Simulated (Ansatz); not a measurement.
# CH4Cl2Sn: the cost of one run

All numbers below are computed with Ansatz 0.2.0 (RKS revPBE/def2-SVP).

### 1 Starting point

Bond lengths: Cl1–C2 1.791 Å, C2–Cl3 1.770 Å, C2–Sn4 2.072 Å, C2–H5 1.121 Å, Sn4–H6 1.785 Å, Sn4–H7 1.744 Å, Sn4–H8 1.764 Å. Angles: Cl1–C2–Cl3 110.2°, Cl1–C2–Sn4 112.0°, Cl1–C2–H5 108.3°, Cl3–C2–Sn4 107.5°, Cl3–C2–H5 109.5°, Sn4–C2–H5 109.4°, C2–Sn4–H6 111.3°, C2–Sn4–H7 111.6°, C2–Sn4–H8 109.5°, H6–Sn4–H7 108.9°, H6–Sn4–H8 107.2°, H7–Sn4–H8 108.3°.

As a file:

```xyz
8

Cl    1.0796   -0.2049    2.1111
C     1.0227   -0.1784    0.3207
Cl    1.9679    1.1832   -0.3001
Sn   -0.9125    0.0294   -0.3909
H     1.4577   -1.1390   -0.0594
H    -1.6571    1.5451    0.1885
H    -0.9609    0.0078   -2.1338
H    -1.9053   -1.3004    0.2082
```

### 2 Relaxing end A

input.yaml reads:

```yaml
crystal:
  periodic: [false, false, false]
  atoms:
    - { symbol: Cl, position_ang: [1.0796, -0.2049, 2.1111] }
    - { symbol: C, position_ang: [1.0227, -0.1784, 0.3207] }
    - { symbol: Cl, position_ang: [1.9679, 1.1832, -0.3001] }
    - { symbol: Sn, position_ang: [-0.9125, 0.0294, -0.3909] }
    - { symbol: H, position_ang: [1.4577, -1.139, -0.0594] }
    - { symbol: H, position_ang: [-1.6571, 1.5451, 0.1885] }
    - { symbol: H, position_ang: [-0.9609, 0.0078, -2.1338] }
    - { symbol: H, position_ang: [-1.9053, -1.3004, 0.2082] }
basis:
  gaussian: { orbitals: def2-SVP }
hamiltonian:
  xc: revpbe
relax:
  f_tol: 0.015
  max_steps: 40
```

On the command line:

```sh
ansatz run input.yaml --threads 2 --pin off --max-ram 3072MiB --backend cpu --events-out ev --progress --plain --runs-dir out
```

**Question.** How long does this run take on 2 threads of Arm Neoverse V1, shared host, and how much memory does it need?

About 12 s, with a peak of 0.14 GiB.
